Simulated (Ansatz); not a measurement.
# C₂H₈GaN: up Jacob's ladder to CCSD(T)

One table from this session's results is given with a row withheld; the runs are named, their logs left out.

Method: functionals in def2-TZVPP, the program's frozen cores in correlated methods; program: Ansatz 0.2.0, Gaussian basis.

Levels to be run: LDA (SPW92), PBE-D4, revPBE-D4, BLYP-D4, r2SCAN-D4, B97M-V, PBE0-D4, B3LYP-D4, r2SCANh-D4, r2SCAN0-D4, HSE06-D4, BHLYP-D4, CAM-B3LYP-D4, LC-ωPBE, ωB97X-V, ωB97M-V, B2PLYP, PBE-QIDH; CCSD(T)/def2-SVP; CCSD(T)/def2-TZVPP; MP2/def2-QZVPP; extrapolation to the limit; RPA on PBE.

## The geometry

An earlier PBE0-D4 in a triple-zeta def2 set relaxation fixed the geometry.

SMILES `C[CH](N)[GaH2]`, 12 atoms, charge 0, spin multiplicity 1.

Atoms are counted from 1 here; the program's logs count them from 0.

Bond lengths: C1–C2 1.509 Å, C1–H5 1.092 Å, C1–H6 1.096 Å, C1–H7 1.095 Å, C2–N3 1.477 Å, C2–Ga4 1.975 Å, C2–H8 1.091 Å, N3–H9 1.011 Å, N3–H10 1.013 Å, Ga4–H11 1.574 Å, Ga4–H12 1.576 Å. Angles: C2–C1–H5 110.6°, C2–C1–H6 111.1°, C2–C1–H7 111.5°, H5–C1–H6 108.5°, H5–C1–H7 107.2°, H6–C1–H7 107.7°, C1–C2–N3 110.1°, C1–C2–Ga4 119.5°, C1–C2–H8 110.5°, N3–C2–Ga4 93.8°, N3–C2–H8 107.1°, Ga4–C2–H8 114.0°, C2–N3–H9 115.6°, C2–N3–H10 114.7°, H9–N3–H10 111.2°, C2–Ga4–H11 119.5°, C2–Ga4–H12 116.5°, H11–Ga4–H12 120.9°.

Geometry (Å):

```tsv
atom	x (Å)	y (Å)	z (Å)
C1	-1.1070	0.9722	0.4575
C2	0.0579	0.4382	-0.3390
N3	1.2336	0.2648	0.5371
Ga4	0.0537	-1.4474	-0.9253
H5	-1.9664	1.1517	-0.1922
H6	-0.8458	1.9117	0.9575
H7	-1.4252	0.2619	1.2274
H8	0.3418	1.1450	-1.1197
H9	2.1043	0.0642	0.0644
H10	1.0900	-0.3614	1.3197
H11	1.0437	-1.9092	-2.0581
H12	-0.5807	-2.4918	0.0706
```

The first run:

Input file in.yaml:

```yaml
crystal:
  periodic: [false, false, false]
  atoms:
    - {symbol: C, position_ang: [-1.106951, 0.972234, 0.457480]}
    - {symbol: C, position_ang: [0.057864, 0.438175, -0.338997]}
    - {symbol: N, position_ang: [1.233648, 0.264825, 0.537102]}
    - {symbol: Ga, position_ang: [0.053674, -1.447439, -0.925269]}
    - {symbol: H, position_ang: [-1.966365, 1.151714, -0.192210]}
    - {symbol: H, position_ang: [-0.845785, 1.911663, 0.957491]}
    - {symbol: H, position_ang: [-1.425209, 0.261949, 1.227448]}
    - {symbol: H, position_ang: [0.341793, 1.144971, -1.119677]}
    - {symbol: H, position_ang: [2.104322, 0.064229, 0.064401]}
    - {symbol: H, position_ang: [1.089957, -0.361357, 1.319680]}
    - {symbol: H, position_ang: [1.043726, -1.909220, -2.058073]}
    - {symbol: H, position_ang: [-0.580664, -2.491754, 0.070615]}
basis:
  gaussian: {orbitals: def2-TZVPP}
hamiltonian: {xc: lda}
output: {orbitals: {seedname: orbitals}}
```

On the command line:

```console
$ ansatz run in.yaml --threads 2 --pin off --events-out ev --progress --plain --max-ram 32768MiB --backend cpu
```

Among the steps run: LDA; PBE-D4 (GGA); revPBE-D4 (GGA); BLYP-D4 (GGA); r2SCAN-D4 (meta-GGA); B97M-V (meta-GGA); PBE0-D4 (hybrid); B3LYP-D4 (hybrid); r2SCANh-D4 (hybrid); r2SCAN0-D4 (hybrid); HSE06-D4 (hybrid); BHLYP-D4 (hybrid); CAM-B3LYP-D4 (range-separated); LC-ωPBE (range-separated); ωB97X-V (range-separated); ωB97M-V (range-separated); B2PLYP (double hybrid); PBE-QIDH (double hybrid).

One table of the session follows, with a row left open; its other results are not shown here.

| functional | HOMO (eV) | gap (eV) |
| --- | --- | --- |
| LDA (SPW92) | -5.19 | 3.13 |
| PBE-D4 | -5.03 | 3.23 |
| revPBE-D4 | -4.96 | 3.28 |
| BLYP-D4 | ? | ? |
| r2SCAN-D4 | -5.21 | 3.65 |
| B97M-V | -5.30 | 3.53 |
| PBE0-D4 | -6.12 | 5.07 |
| B3LYP-D4 | -5.96 | 4.64 |
| r2SCANh-D4 | -5.62 | 4.33 |
| r2SCAN0-D4 | -6.26 | 5.35 |
| HSE06-D4 | -5.73 | 4.31 |
| BHLYP-D4 | -7.19 | 6.84 |
| CAM-B3LYP-D4 | -7.44 | 7.25 |
| LC-ωPBE | -8.71 | 9.65 |
| ωB97X-V | -8.39 | 9.20 |
| ωB97M-V | -8.30 | 8.90 |

Estimate the missing values for BLYP-D4.

Worked estimate for «HOMO (eV)». Against the share of exact exchange, B3LYP-D4 (0.2, -5.96), BHLYP-D4 (0.5, -7.19) give a slope of -4.10 per unit share; at 0 the line stands at -5.14.

**Answer.** HOMO (eV): -4.93; gap (eV): 3.18. In «HOMO (eV)» the line misses by -0.21.
